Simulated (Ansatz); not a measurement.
# YbCu4Au: the cost of one run

All numbers below are computed with Ansatz 0.2.0 (DFT PBEsol, scalar-relativistic, plane waves, PAW).

1 further run of the same task is left out (set aside as unsound or not needed).

## Step 1: The structure to begin with

The cell holds 24 atoms (Au3Cu16DyYb4): a = 6.996 Å, b = 6.996 Å, c = 6.996 Å, α = 90.00°, β = 90.00°, γ = 90.00°.

The coordinates of this cell stand in the input of its own run.

The host was relaxed before at PBEsol: a = 6.996 Å, b = 6.996 Å, c = 6.996 Å, α = 90.00°, β = 90.00°, γ = 90.00° (conventional cell), 14.265 Å³/atom.

Places, in fractions of the supercell: Dy in place of Au at (0.250, 0.750, 0.250). Its neighbours start displaced at random, with a spread of 0.03 Å in each coordinate.

## Step 2: The perfect crystal in the supercell of 24 atoms

Input file input.yaml:

```yaml
crystal:
  lattice:
    - [0.0, -6.9956222055, 0.0]
    - [6.9956222055, 0.0, 0.0]
    - [0.0, 0.0, 6.9956222055]
  atoms:
    - { symbol: Au, position: [0.25, 0.75, 0.25] }
    - { symbol: Au, position: [0.75, 0.25, 0.25] }
    - { symbol: Au, position: [0.25, 0.25, 0.75] }
    - { symbol: Au, position: [0.75, 0.75, 0.75] }
    - { symbol: Cu, position: [0.8756088568, 0.8756088568, 0.3756088568] }
    - { symbol: Cu, position: [0.3756088568, 0.3756088568, 0.3756088568] }
    - { symbol: Cu, position: [0.8756088568, 0.3756088568, 0.8756088568] }
    - { symbol: Cu, position: [0.3756088568, 0.8756088568, 0.8756088568] }
    - { symbol: Cu, position: [0.1243911432, 0.8756088568, 0.6243911432] }
    - { symbol: Cu, position: [0.6243911432, 0.3756088568, 0.6243911432] }
    - { symbol: Cu, position: [0.1243911432, 0.3756088568, 0.1243911432] }
    - { symbol: Cu, position: [0.6243911432, 0.8756088568, 0.1243911432] }
    - { symbol: Cu, position: [0.8756088568, 0.1243911432, 0.6243911432] }
    - { symbol: Cu, position: [0.3756088568, 0.6243911432, 0.6243911432] }
    - { symbol: Cu, position: [0.8756088568, 0.6243911432, 0.1243911432] }
    - { symbol: Cu, position: [0.3756088568, 0.1243911432, 0.1243911432] }
    - { symbol: Cu, position: [0.1243911432, 0.1243911432, 0.3756088568] }
    - { symbol: Cu, position: [0.6243911432, 0.6243911432, 0.3756088568] }
    - { symbol: Cu, position: [0.1243911432, 0.6243911432, 0.8756088568] }
    - { symbol: Cu, position: [0.6243911432, 0.1243911432, 0.8756088568] }
    - { symbol: Yb, position: [1.0, 0.5, 0.5] }
    - { symbol: Yb, position: [0.5, 0.0, 0.5] }
    - { symbol: Yb, position: [0.0, 0.0, 0.0] }
    - { symbol: Yb, position: [0.5, 0.5, 0.0] }
basis:
  ecutwfc: 420
  xc_grid: 2
kpoints:
  mp_grid: { grid: [3, 3, 3], shift: [0.0, 0.0, 0.0] }
hamiltonian:
  xc: pbesol
scf:
  occupations: { method: gaussian, width: 0.05 }
output:
  forces: true
  stress: true
  eigenvalues: true
  write_density: true
  write_potential: true
  elf: true
  volumetric_format: npy
```

On the command line:

```bash
ansatz run input.yaml --threads 8 --pin off --max-ram 14336MiB --backend cpu --events-out ev --progress --plain --runs-dir out
```

**Question.** How long does this run take on 8 threads of Arm Neoverse V2, shared host, and how much memory does it need?

About 13 s, with a peak of 2.1 GiB.
